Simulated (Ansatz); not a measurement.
C₃H₆SSe, SMILES C=C(S)C[SeH], a rigid torsion scan

Run with the Ansatz DFT code, driven from Python.

The script, `c3h6sse_torsion.py`:
```python
'''Rigid torsion scan of C3H6SSe.'''

import warnings

import ansatz as az
from ase import Atoms


def main() -> None:
    warnings.simplefilter('ignore', az.DeckWarning)

    atoms = Atoms(['C', 'C', 'S', 'C', 'Se', 'H', 'H', 'H', 'H', 'H', 'H'], positions=[
        (1.0957, 0.1358, 1.1773),
        (-0.1265, -0.0806, 0.5701),
        (-1.1176, -1.4987, 1.0794),
        (-0.5807, 0.8304, -0.5139),
        (0.4364, 0.6632, -2.1375),
        (1.6414, 1.0573, 0.8726),
        (1.4489, -0.4652, 1.9553),
        (-0.4316, -2.3158, 0.1326),
        (-1.6933, 0.5526, -0.7234),
        (-0.6555, 1.8756, -0.1382),
        (0.0482, -0.8116, -2.2537),
    ])

    # start the scan from a relaxed geometry
    first = (
        az.Crystal.molecule_from_ase(atoms).calculation()
        .basis(gaussian='def2-SVP')
        .functional('pbe0')
        .relax(force_tolerance=0.02, max_steps=80)  # relax until the tolerances are met
    )
    atoms.positions = first.run().report['positions_ang']

    start = atoms.get_dihedral(2, 1, 0, 5)
    energies = {}
    for turn in range(0, 360, 30):
        turned = atoms.copy()
        turned.set_dihedral(2, 1, 0, 5, start + turn, indices=[0, 5, 6])
        calculation = az.Crystal.molecule_from_ase(turned).calculation().basis(gaussian='def2-SVP').correlation('mp2')
        energies[round((start + turn) % 360)] = calculation.run().report['free_energy_ev']
    floor = min(energies.values())
    print('dihedral S2-C1-C0-H5 (deg)   E - E(min) (kcal/mol)')
    for angle, e in sorted(energies.items()):
        print(f'{angle:8d} {23.060548 * (e - floor):14.3f}  ' + '#' * int(30 * (e - floor) / max(max(energies.values()) - floor, 1e-9)))


if __name__ == '__main__':
    main()
```

```console
$ python c3h6sse_torsion.py
dihedral S2-C1-C0-H5 (deg)   E - E(min) (kcal/mol)
       6          0.039
      36         10.666  ###
      66         42.233  ##############
      96         90.402  #############################
     126         41.514  #############
     156         10.577  ###
     186          0.000
     216         10.624  ###
     246         42.182  #############
     276         90.457  ##############################
     306         41.558  #############
     336         10.623  ###
```

The scan is rigid and the energies are electronic, in a modest basis. With rigid groups the curve can differ much from the relaxed path, the start wasn't checked as a minimum of this torsion, and equivalent turns needn't return to the same energy. The start is relaxed with a density functional and scanned with the wavefunction method, so it isn't exactly that method's minimum. It ran for 4.8 min on 1 thread of Arm Neoverse V2, with other jobs on the host, peak memory 0.43 GiB.

(A comment or docstring line of the script was reworded after the run, the code is as it ran.)
